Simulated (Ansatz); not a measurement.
# Ag: the cost of one run

Computed with Ansatz 0.2.0 (DFT PBE, scalar-relativistic, plane waves, PAW, unless a step's input says otherwise).

**1. The starting structure**

Symmetry: Fm-3m, No. 225, cubic system. The conventional cell has a = 4.104 Å, b = 4.104 Å, c = 4.104 Å, α = 90.00°, β = 90.00°, γ = 90.00°. Ag (site symmetry m-3m) is surrounded by 12 Ag at 2.90 Å.

Structure file:

```xyz
1
Lattice="0.0000 2.0522 2.0522 2.0522 0.0000 2.0522 2.0522 2.0522 0.0000" Properties=species:S:1:pos:R:3 pbc="T T T"
Ag    0.0000    0.0000    0.0000
```

Source of the structure: the Materials Project (structure only).

(A quick probe on a coarse mesh, which set the mesh and smearing, is not shown.)

**3. Full relaxation**

input.yaml reads:

```yaml
crystal:
  lattice:
    - [0.0, 2.05217818, 2.05217818]
    - [2.05217818, 0.0, 2.05217818]
    - [2.05217818, 2.05217818, 0.0]
  atoms:
    - { symbol: Ag, position: [0.0, 0.0, 0.0] }
basis:
  ecutwfc: 420
kpoints:
  mp_grid: { grid: [18, 18, 18] }
hamiltonian:
  xc: pbe
scf:
  occupations: { method: gaussian, width: 0.1 }
output:
  forces: true
  stress: true
  eigenvalues: true
  write_density: true
  write_potential: true
  elf: true
  volumetric_format: npy
relax:
  adjacent_minimum: "off"
  f_tol: 0.005
  max_steps: 80
  cell: { stress_tol: 0.05 }
```

Launch:

```
$ ansatz run input.yaml --threads 4 --pin off --max-ram 8192MiB --backend cpu --events-out ev --progress --plain --runs-dir out
```

**Question.** How long does this run take on 4 threads of Arm Neoverse V2, shared host, and how much memory does it need?

About 3.1 s, with a peak of 0.33 GiB.
